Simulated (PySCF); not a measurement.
# Si(NCO)Cl3 (CCl₃NOSi): a look at the electrons

For Si(NCO)Cl3 (CCl₃NOSi), the scripts below compute its lowest excited states and localise its valence orbitals.

Computed with PySCF 2.14.0. Level: levels as typed in each script, gas phase, geometry from GFN2-xTB.

## (1) The system as given

7 atoms, charge 0, spin multiplicity 1.

Bond lengths: Si1–N2 1.713 Å, Si1–Cl5 2.003 Å, Si1–Cl6 2.001 Å, Si1–Cl7 2.001 Å, N2–C3 1.189 Å, C3–O4 1.149 Å. Angles: N2–Si1–Cl5 107.2°, N2–Si1–Cl6 106.8°, N2–Si1–Cl7 107.3°, Cl5–Si1–Cl6 111.8°, Cl5–Si1–Cl7 111.7°, Cl6–Si1–Cl7 111.8°, Si1–N2–C3 177.8°, N2–C3–O4 179.5°.

Geometry (Å):

```
atom     x (Å)     y (Å)     z (Å)
 Si1  -0.36943  -0.00101  -0.00029
  N2   1.34267  -0.03984   0.01185
  C3   2.53126  -0.02224   0.00709
  O4   3.68058  -0.01439   0.00271
 Cl5  -0.93625   1.54556   1.13920
 Cl6  -0.99262  -1.74629   0.75472
 Cl7  -0.94518   0.23259  -1.90234
```

## (2) Excited states (PBE/def2-svpd)

Input file input.py:

```python
import numpy as np
from pyscf import gto, scf, dft, tdscf
from pyscf.scf import atom_ks, atom_hf
from scipy.linalg import block_diag

def solve(mol, dm0=None, hcore=None):
    mf = (dft.UKS if mol.spin else dft.RKS)(mol, xc='pbe')
    mf.grids.level = 3
    mf = mf.density_fit(auxbasis='def2-universal-jkfit')
    mf.conv_tol, mf.max_cycle = 1e-8, 80
    if hcore is not None:
        mf.get_hcore = lambda *args: hcore
    mf.kernel(dm0)
    if not mf.converged:
        mf = mf.newton().run(mf.mo_coeff, mf.mo_occ, max_cycle=30)
    assert mf.converged, 'SCF not converged'
    return mf

mol = gto.M(atom='''
Si    -0.36943    -0.00101    -0.00029
N      1.34267    -0.03984     0.01185
C      2.53126    -0.02224     0.00709
O      3.68058    -0.01439     0.00271
Cl    -0.93625     1.54556     1.13920
Cl    -0.99262    -1.74629     0.75472
Cl    -0.94518     0.23259    -1.90234
''', basis='def2-svpd', charge=0, spin=0, verbose=4)
mf = solve(mol)
td = mf.TDA()
td.nstates, td.singlet, td.conv_tol = 4, True, 1e-5
td.kernel()
td.analyze()
x, y = np.array([p[0] for p in td.xy]), np.array([p[1] + 0 * p[0] for p in td.xy])
f, mu = td.oscillator_strength(), td.transition_dipole()
nto = [td.get_nto(state=i + 1, verbose=4) for i in range(len(td.e))]
# spherically averaged free atoms, for the promolecule
atm = atom_ks.get_atm_nrks(mol, xc='pbe')
pro = block_diag(*[(atm[a[0]][2] * atm[a[0]][3]) @ atm[a[0]][2].T for a in mol._atom])
np.savez('result.npz', e=td.e, f=f, ok=td.converged, w=[n[0] for n in nto], nto=[n[1] for n in nto], x=x, y=y, c=mf.mo_coeff, occ=mf.mo_occ, eps=mf.mo_energy, pro=pro, mu=mu)
```

Command:

```sh
> OMP_NUM_THREADS=1 python input.py
```

## (4) Localised orbitals (B3LYP/def2-tzvp)

Input file input.py:

```python
import numpy as np
from pyscf import gto, scf, dft, lo
from pyscf.data.elements import chemcore

def solve(mol, dm0=None, hcore=None):
    mf = (dft.UKS if mol.spin else dft.RKS)(mol, xc='b3lyp')
    mf.grids.level = 3
    mf = mf.density_fit(auxbasis='def2-universal-jkfit')
    mf.conv_tol, mf.max_cycle = 1e-8, 80
    if hcore is not None:
        mf.get_hcore = lambda *args: hcore
    mf.kernel(dm0)
    if not mf.converged:
        mf = mf.newton().run(mf.mo_coeff, mf.mo_occ, max_cycle=30)
    assert mf.converged, 'SCF not converged'
    return mf

mol = gto.M(atom='''
Si    -0.36943    -0.00101    -0.00029
N      1.34267    -0.03984     0.01185
C      2.53126    -0.02224     0.00709
O      3.68058    -0.01439     0.00271
Cl    -0.93625     1.54556     1.13920
Cl    -0.99262    -1.74629     0.75472
Cl    -0.94518     0.23259    -1.90234
''', basis='def2-tzvp', charge=0, spin=0, verbose=4)
mf = solve(mol)
occ_all = mf.mo_coeff[:, mf.mo_occ > 0]
occ = occ_all[:, chemcore(mol):]
loc = lo.ibo.ibo(mol, occ, iaos=lo.iao.iao(mol, occ_all))
fock, s = mf.get_fock(), mf.get_ovlp()
ortho = lo.orth_ao(mol, 'meta_lowdin')
ortho = lo.vec_lowdin(lo.iao.iao(mol, occ_all), s)
labels = lo.iao.reference_mol(mol).ao_labels(fmt=None)
vir = lo.vvo.livvo(mol, occ_all, mf.mo_coeff[:, mf.mo_occ == 0])
both = np.hstack([loc, vir])
p = (ortho.T @ s @ both) ** 2
pop = np.array([p[[l[0] == a for l in labels]].sum(0) for a in range(mol.natm)])
spd = np.array([[p[[l[0] == a and l[2][-1] == k for l in labels]].sum(0) for k in 'spd'] for a in range(mol.natm)])
eps = np.einsum('pi,pq,qi->i', both, fock, both)
for i in np.argsort(eps):
    top = np.argsort(-pop[:, i])[:3]
    print('%3d %s %9.4f Eh ' % (i + 1, 'occ' if i < loc.shape[1] else 'vir', eps[i]), '  '.join('%s%d %.3f' % (mol.atom_symbol(a), a + 1, pop[a, i]) for a in top))
np.savez('result.npz', c=both, nocc=loc.shape[1], pop=pop, spd=spd, eps=eps, e=mf.e_tot)
```

(Steps that only read results are left out.)

Q: Predict the outcome of this session. Wanted: lowest singlet excitation.

The runs gave:

```
                                                  quantity    value
                 lowest singlet excitation (PBE/def2-svpd)  6.36 eV
localised occupied orbitals above −45 eV (B3LYP/def2-tzvp)       20
```

What this shows: The geometry was not optimised at these levels.
